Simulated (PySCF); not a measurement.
# BBr3: the cost of one run

Computed with PySCF 2.14.0, with density-fitted response routines of our own, on a single molecule in the gas phase. Atoms are numbered from 0 throughout.

## 1. The starting structure

4 atoms, charge 0, multiplicity 1; geometry from: GFN2-xTB. The atoms were then displaced at random by about 0.03 Å, so the start is not that level's minimum.

Bonds of the start (Å): Br0–B1 1.97, B1–Br2 1.91, B1–Br3 1.79.

## 2. Relaxing the molecule at PBE0-D3(BJ)/def2-SVP

The job: settings as JSON, then the geometry in Å.

```
{"job": {"xc": "PBE0", "basis": "def2-SVP", "d3": "d3bj", "grid": 1, "shake": 0.03, "kind": "geom"}, "charge": 0, "multiplicity": 1}
Br     1.905650    -0.440610    -0.308350
B     -0.012000    -0.010190    -0.235390
Br    -0.703390     1.687410    -0.754550
Br    -1.086500    -1.317500     0.350470
```

Launch:

```console
> OMP_NUM_THREADS=1 python probes_run.py task.json out
```

The driver reads the jobs from task.json and runs them one after another.

**Question.** How long does this first job take on 1 thread of Arm Neoverse V2, shared host, and how much memory does it need?

About 26 s, with a peak of 0.45 GiB.
